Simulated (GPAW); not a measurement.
# TiSn (Fm-3m) in GPAW: convergence with k mesh

Aim: find how far k mesh must go before the results for TiSn settle, at r2SCAN. This setting moves, with any that are tied to it; all else stays.

Program: GPAW 26.7.0. These are calculated values, not measurements. Logs are shortened: lines on timing, memory, paths and dates and some standing lists are left out, and cuts for length are marked. The log counts tension as positive stress, the text compression.

### 1 The structure

It takes space group Fm-3m (No. 225, cubic). Conventional cell: a = 5.601 Å, b = 5.601 Å, c = 5.601 Å, α = 90.00°, β = 90.00°, γ = 90.00°. Ti (site symmetry m-3m) has 6 Sn at 2.80 Å as nearest neighbours. Sn (site symmetry m-3m) is surrounded by 6 Ti at 2.80 Å.

The cell was built by a generator and needn't be a form met in nature.

### 2 With k mesh 2 × 2 × 2

File run.py:

```python
from ase.dft.bandgap import bandgap
from ase.io import read, write
from ase.units import GPa
from gpaw import GPAW, PW

atoms = read('POSCAR')

calc = GPAW(mode=PW(600),
            xc='MGGA_X_R2SCAN+MGGA_C_R2SCAN',
            kpts={'size': (2, 2, 2), 'gamma': True},
            occupations={'name': 'fermi-dirac', 'width': 0.05},
            nbands=24,
            convergence={'density': 1e-05, 'energy': 1e-05},
            maxiter=100,
            txt='gpaw.txt')
atoms.calc = calc
energy = atoms.get_potential_energy()
forces = atoms.get_forces()
stress = atoms.get_stress()
calc.write('gs.gpw')
write('result.traj', atoms)
print(f'Energy: {energy:.6f} eV')
print('Forces (eV/A):')
print(forces.round(4))
print('Stress (GPa):', (stress / GPa).round(3))
print('Fermi level:', round(calc.get_fermi_level(), 4), 'eV')
print(f'Gap: {bandgap(calc)[0]:.4f} eV, direct: {bandgap(calc, direct=True)[0]:.4f} eV')
```

File POSCAR:

```
TiSn
1.0
    0.0000000000      2.8005500000      2.8005500000
    2.8005500000      0.0000000000      2.8005500000
    2.8005500000      2.8005500000      0.0000000000
Ti Sn
1 1
Direct
    0.0000000000      0.0000000000      0.0000000000
    0.5000000000      0.5000000000      0.5000000000
```

Potentials or basis: GPAW PAW data sets (gpaw-data 1.2.1), pw.

Launch:

```sh
> OMP_NUM_THREADS=1 python run.py
```

Wall time 15 s (1 thread of Arm Neoverse V1, shared host); peak memory 0.31 GiB.

Results:

```yaml
Free_energy: -29.3423 eV
Pressure: 1.8 GPa
Band_gap_on_the_k_mesh: none (metal or under the smearing width)
```

### 3 With k mesh 3 × 3 × 3

run.py, as its differences from that of step 2:

```diff
@@ -9,3 +9,3 @@
             xc='MGGA_X_R2SCAN+MGGA_C_R2SCAN',
-            kpts={'size': (2, 2, 2), 'gamma': True},
+            kpts={'size': (3, 3, 3), 'gamma': True},
             occupations={'name': 'fermi-dirac', 'width': 0.05},
```

POSCAR is that of step 2.

Potentials or basis: GPAW PAW data sets (gpaw-data 1.2.1), pw.

Launch:

```sh
> OMP_NUM_THREADS=1 python run.py
```

It took 16 s on 1 thread of Arm Neoverse V1, shared host; peak memory 0.31 GiB.

What came out:

| Property | Result |
| --- | --- |
| Free energy | -30.2236 eV |
| Pressure | -0.8 GPa |
| Band gap on the k mesh | none (metal or under the smearing width) |

### 4 With k mesh 4 × 4 × 4

run.py, as its differences from that of step 3:

```diff
@@ -9,3 +9,3 @@
             xc='MGGA_X_R2SCAN+MGGA_C_R2SCAN',
-            kpts={'size': (3, 3, 3), 'gamma': True},
+            kpts={'size': (4, 4, 4), 'gamma': True},
             occupations={'name': 'fermi-dirac', 'width': 0.05},
```

POSCAR is that of step 3.

Launch:

```sh
> OMP_NUM_THREADS=1 python run.py
```

Wall time 37 s (1 thread of Arm Neoverse V1, shared host); peak memory 0.32 GiB.

Results:

- Free energy: -30.3196 eV
- Pressure: -1.3 GPa
- Band gap on the k mesh: none (metal or under the smearing width)

### 5 With k mesh 5 × 5 × 5

run.py, as its differences from that of step 4:

```diff
@@ -9,3 +9,3 @@
             xc='MGGA_X_R2SCAN+MGGA_C_R2SCAN',
-            kpts={'size': (4, 4, 4), 'gamma': True},
+            kpts={'size': (5, 5, 5), 'gamma': True},
             occupations={'name': 'fermi-dirac', 'width': 0.05},
```

POSCAR is that of step 4.

Launch:

```sh
> OMP_NUM_THREADS=1 python run.py
```

Run time: 38 s. Hardware: 1 thread of Arm Neoverse V1, shared host; peak memory 0.32 GiB.

Results (log left out):

```
Free energy            : -30.3425 eV
Pressure               : -1.0 GPa
Band gap on the k mesh : none (metal or under the smearing width)
```

### 6 With k mesh 6 × 6 × 6

run.py, as its differences from that of step 5:

```diff
@@ -9,3 +9,3 @@
             xc='MGGA_X_R2SCAN+MGGA_C_R2SCAN',
-            kpts={'size': (5, 5, 5), 'gamma': True},
+            kpts={'size': (6, 6, 6), 'gamma': True},
             occupations={'name': 'fermi-dirac', 'width': 0.05},
```

POSCAR is that of step 5.

Potentials or basis: GPAW PAW data sets (gpaw-data 1.2.1), pw.

Launch:

```sh
> OMP_NUM_THREADS=1 python run.py
```

Run time: 59 s. Hardware: 1 thread of Arm Neoverse V1, shared host; peak memory 0.32 GiB.

It converged, with:

- Free energy: -30.3601 eV
- Pressure: -1.0 GPa
- Band gap on the k mesh: none (metal or under the smearing width)

### 7 With k mesh 7 × 7 × 7

run.py, as its differences from that of step 6:

```diff
@@ -9,3 +9,3 @@
             xc='MGGA_X_R2SCAN+MGGA_C_R2SCAN',
-            kpts={'size': (6, 6, 6), 'gamma': True},
+            kpts={'size': (7, 7, 7), 'gamma': True},
             occupations={'name': 'fermi-dirac', 'width': 0.05},
```

POSCAR is that of step 6.

Launch:

```sh
> OMP_NUM_THREADS=1 python run.py
```

Run time: 61 s. Hardware: 1 thread of Arm Neoverse V1, shared host; peak memory 0.32 GiB.

The run converged. Its results:

| Quantity | Value |
| --- | --- |
| Free energy | -30.3661 eV |
| Pressure | -1.0 GPa |
| Band gap on the k mesh | none (metal or under the smearing width) |

### 8 With k mesh 9 × 9 × 9

run.py, as its differences from that of step 7:

```diff
@@ -9,3 +9,3 @@
             xc='MGGA_X_R2SCAN+MGGA_C_R2SCAN',
-            kpts={'size': (7, 7, 7), 'gamma': True},
+            kpts={'size': (9, 9, 9), 'gamma': True},
             occupations={'name': 'fermi-dirac', 'width': 0.05},
```

POSCAR is that of step 7.

Launch:

```sh
> OMP_NUM_THREADS=1 python run.py
```

It took 1.7 min on 1 thread of Arm Neoverse V1, shared host; peak memory 0.34 GiB.

Results (log left out):

```yaml
Free_energy: -30.3710 eV
Pressure: -1.0 GPa
Band_gap_on_the_k_mesh: none (metal or under the smearing width)
```

### 9 With k mesh 11 × 11 × 11

run.py, as its differences from that of step 8:

```diff
@@ -9,3 +9,3 @@
             xc='MGGA_X_R2SCAN+MGGA_C_R2SCAN',
-            kpts={'size': (9, 9, 9), 'gamma': True},
+            kpts={'size': (11, 11, 11), 'gamma': True},
             occupations={'name': 'fermi-dirac', 'width': 0.05},
```

POSCAR is that of step 8.

Potentials or basis: GPAW PAW data sets (gpaw-data 1.2.1), pw.

Launch:

```sh
> OMP_NUM_THREADS=1 python run.py
```

gpaw.txt:

```text
__  _  _
 | _ |_)|_||  |
 |__||  | ||/\| - 26.7.0

Input parameters:
  mode=PW(ecut=600.0),
  convergence={'density': 1e-05, 'energy': 1e-05},
  kpts=MonkhorstPack(size=(11, 11, 11), gamma=True),
  maxiter=100,
  nbands=24,
  occupations=Occupations(name='fermi-dirac', width=0.05),
  xc=XC(name='MGGA_X_R2SCAN+MGGA_C_R2SCAN')

Diagonalizing LCAO Hamiltonian
Converting LCAO to pw mode

                Sn

       Ti

Atoms  # Å, Bohr magnetons
|   | symbol |        x |        y |        z |    initial magnetic moments |
|---|--------|----------|----------|----------|-----------------------------|
| 0 |     Ti | 0.000000 | 0.000000 | 0.000000 | ( 0.0000,  0.0000,  0.0000) |
| 1 |     Sn | 2.800550 | 2.800550 | 2.800550 | ( 0.0000,  0.0000,  0.0000) |

Unit cell  # Å
| periodic |        x |        y |        z |  lengths |    angles |
|----------|----------|----------|----------|----------|-----------|
|      yes | 0.000000 | 2.800550 | 2.800550 | 3.960576 | 60.000000 |
|      yes | 2.800550 | 0.000000 | 2.800550 | 3.960576 | 60.000000 |
|      yes | 2.800550 | 2.800550 | 0.000000 | 3.960576 | 60.000000 |

Number of symmetries: 48
Symmetry operations  # r_c * U_cc + t_c -> r_c
|    | kind |            matrix            |
|----|------|------------------------------|
|  0 |  σ   |  1, 0, 0,  1, 0,-1,  1,-1, 0 |
|  1 |  C2  |  1, 0, 0,  1,-1, 0,  1, 0,-1 |
|  2 |  E   |  1, 0, 0,  0, 1, 0,  0, 0, 1 |
|  3 |  σ   |  1, 0, 0,  0, 0, 1,  0, 1, 0 |
|  4 |  C4  |  1, 0,-1,  1, 0, 0,  1,-1, 0 |
|  5 |  S6  |  1, 0,-1,  1,-1, 0,  1, 0, 0 |
|  6 |  σ   |  1, 0,-1,  0, 1,-1,  0, 0,-1 |
|  7 |  C3  |  1, 0,-1,  0, 0,-1,  0, 1,-1 |
|  8 |  S6  |  1,-1, 0,  1, 0, 0,  1, 0,-1 |
|  9 |  C4  |  1,-1, 0,  1, 0,-1,  1, 0, 0 |
| 10 |  C3  |  1,-1, 0,  0,-1, 1,  0,-1, 0 |
| 11 |  σ   |  1,-1, 0,  0,-1, 0,  0,-1, 1 |
| 12 |  σ   |  0, 1, 0,  1, 0, 0,  0, 0, 1 |
| 13 |  C4  |  0, 1, 0,  0, 1,-1, -1, 1, 0 |
| 14 |  C3  |  0, 1, 0,  0, 0, 1,  1, 0, 0 |
| 15 |  S6  |  0, 1, 0, -1, 1, 0,  0, 1,-1 |
[... 138 lines left out ...]
  MSR1-Mixer
  Pratt-step length: 0.05
  Maximum mixing coefficient: 0.75
  Old densities: 10
  SVD Regularization: 0.005
  Good broyden scale: 1.0
  Trust region scale: 1.0
  Backstep threshold: 4.0
  History deletion threshold: 6.0
  Fourier metric: weight=20.0, sigma=0.015

occupation numbers:
  Fermi-Dirac:
    width: 0.0500  # eV

poisson solver:
  ecut: 4800.0  # eV

xc functional:
  name: MGGA_X_R2SCAN+MGGA_C_R2SCAN with 2 nearest neighbor stencil

convergence criteria:
- Maximum integral of absolute [dens]ity change: 1e-05 electrons / valence electron
- Maximum [total energy] change in last 3 cyles: 1e-05 eV / valence electron
- Maximum integral of absolute [eigenst]ate change: 4e-08 eV^2 / valence electron
maximum number of iterations: 100

SCF iterations
|iter     | |      energy | eigst |  dens |
|---------|-|-------------|-------|-------|
|iter:   1| |  -35.395842 | -0.04 |       |
|iter:   2| |  -30.351462 | -1.28 | -1.38 |
|iter:   3| |  -31.024897 | -1.07 | -1.37 |
|iter:   4| |  -30.294909 | -1.66 | -1.20 |
|iter:   5| |  -30.362766 | -2.80 | -1.82 |
|iter:   6| |  -30.370128 | -3.23 | -2.28 |
|iter:   7| |  -30.369864 | -5.03 | -2.74 |
|iter:   8| |  -30.369693 | -5.05 | -2.90 |
|iter:   9| |  -30.369703c| -6.63 | -3.84 |
|iter:  10| |  -30.369703c| -7.37 | -4.29 |
|iter:  11| |  -30.369703c| -7.95c| -5.05c|

Converged in 11 steps
Energy contributions relative to reference atoms: (reference = -191234.707589)

Energy contributions:
  Kinetic:          11.261918
  Coulomb:          -9.765576
  Zero:             -0.268166
  External:          0.000000
  Xc:              -31.595173
  Entropy:          -0.005413
  Spinorbit:         0.000000
  ----------------------------
  Free energy:     -30.372410
  Extrapolated:    -30.369703

dipole moment: (-17.778860, -17.778860, -17.778860)  # |e|*Ang

Fermi level: 7.753
Eigenvalues  # (at kpt = [0.000, 0.000, 0.000])
| band index |      eig [eV] | occ [0-2] |
|------------|---------------|-----------|
|          0 |       -52.097 |     2.000 |
|        ... |               |           |
|          2 |       -27.306 |     2.000 |
|          3 |       -27.306 |     2.000 |
|          4 |       -13.804 |     2.000 |
|          5 |       -13.804 |     2.000 |
|          6 |       -13.734 |     2.000 |
|          7 |       -13.734 |     2.000 |
[... 8 lines left out ...]
|         16 |        11.079 |     0.000 |
|         17 |        11.079 |     0.000 |
|        ... |               |           |
|         23 |        20.318 |     0.000 |

No gap
No difference between direct/indirect transitions

Forces  # eV/Ang
|       x |        y |       z |
|---------|----------|---------|
| 0.00000 |  0.00000 | 0.00000 |  # Ti   0
| 0.00000 | -0.00000 | 0.00000 |  # Sn   1

Stress tensor  # eV/Ang^3
|        x |        y |        z |
|----------|----------|----------|
| 0.006294 | 0.000000 | 0.000000 |
| 0.000000 | 0.006294 | 0.000000 |
| 0.000000 | 0.000000 | 0.006294 |

# Writing to gs.gpw (mode='')
```

stdout:

```text
Energy: -30.369703 eV
Forces (eV/A):
[[ 0.  0.  0.]
 [ 0. -0.  0.]]
Stress (GPa): [1.008 1.008 1.008 0.    0.    0.   ]
Fermi level: 7.753 eV
Gap: 0.0000 eV, direct: 0.0000 eV
```

Wall time 2.7 min (1 thread of Arm Neoverse V1, shared host); peak memory 0.35 GiB.

What came out:

```
Free energy            : -30.3724 eV
Pressure               : -1.0 GPa
Band gap on the k mesh : none (metal or under the smearing width)
```

### 10 Summary

| k mesh | energy less the tightest run, at zero smearing (meV/atom) | pressure (GPa) | SCF cycles | CPU time (s) | peak memory (GiB) |
| --- | --- | --- | --- | --- | --- |
| 2 × 2 × 2 | 530.91 | 1.81 | 13 | 15 | 0.31 |
| 3 × 3 × 3 | 79.34 | -0.82 | 11 | 16 | 0.31 |
| 4 × 4 × 4 | 27.94 | -1.30 | 15 | 37 | 0.32 |
| 5 × 5 × 5 | 16.99 | -1.04 | 13 | 38 | 0.32 |
| 6 × 6 × 6 | 6.90 | -1.04 | 13 | 59 | 0.32 |
| 7 × 7 × 7 | 3.49 | -0.99 | 11 | 61 | 0.32 |
| 9 × 9 × 9 | 0.65 | -1.00 | 11 | 100 | 0.34 |
| 11 × 11 × 11 | 0.00 | -1.01 | 11 | 160 | 0.35 |

Against the tightest run, the energy stays within 1 meV/atom from 9 × 9 × 9 on; the pressure stays within 0.1 GPa from 5 × 5 × 5 on. Meshes of other sizes hit other points, so gaps and Fermi surfaces needn't settle smoothly. The tightest run that finished is the yardstick and may itself not be fully converged.

Caveats: the PAW data sets were made with another functional, which shifts forces and pressure a little.
